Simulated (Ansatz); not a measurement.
# EuGe: the cost of one run

Method: DFT LDA, with the methods named in each step, in Ansatz 0.2.0.

**1. The system as given**

It takes space group Cmcm (No. 63, orthorhombic). Conventional cell: a = 4.645 Å, b = 11.186 Å, c = 4.065 Å, α = 90.00°, β = 90.00°, γ = 90.00°. Eu (site symmetry m2m) has 7 Ge at 3.18 to 3.32 Å as nearest neighbours. Ge (site symmetry m2m) has 2 Ge at 2.59 Å as nearest neighbours.

As a file:

```
Eu Ge
1.0
     2.32270   -5.59294    0.00000
     2.32270    5.59294    0.00000
     0.00000    0.00000    4.06519
Eu Ge
2 2
Direct
  0.13956 0.86044 0.25000
  0.86044 0.13956 0.75000
  0.42794 0.57206 0.25000
  0.57206 0.42794 0.75000
```

Where an Elk run is restarted with further inputs, its INFO.OUT and LSJ.OUT are those of the last start.

Elk's input and logs are in atomic units (hartree, bohr).

Atoms are numbered in the order of the input: Eu1, Eu2, Ge3, Ge4.

**2. Collinear moments, PAW**

input.yaml reads:

```yaml
crystal:
  lattice:
    - [2.3226953992, -5.592944228, 0.0]
    - [2.3226953992, 5.592944228, 0.0]
    - [0.0, 0.0, 4.06519021]
  atoms:
    - { symbol: Eu, position: [0.13955809, 0.86044191, 0.25], spin: 7.0 }
    - { symbol: Eu, position: [0.86044191, 0.13955809, 0.75], spin: 7.0 }
    - { symbol: Ge, position: [0.42794204, 0.57205796, 0.25] }
    - { symbol: Ge, position: [0.57205796, 0.42794204, 0.75] }
magnetization:
  spin_polarized: true
kpoints:
  mp_grid: { grid: [6, 6, 6] }
scf:
  occupations: { method: fermi_dirac, width: 0.05 }
hamiltonian:
  xc: lda
  pseudopotentials: { kind: paw }
output:
  forces: true
  stress: true
  eigenvalues: true
  write_density: true
  write_potential: true
  elf: true
  volumetric_format: npy
```

The run is started by

```console
$ ansatz run input.yaml --threads 2 --pin off --max-ram 4096MiB --backend cpu --events-out ev --progress --plain --runs-dir out
```

**Question.** How long does this run take on 2 threads of Intel Xeon Platinum 8375C at 2.90GHz (Ice Lake), shared host, and how much memory does it need?

About 23 s, with a peak of 0.66 GiB.
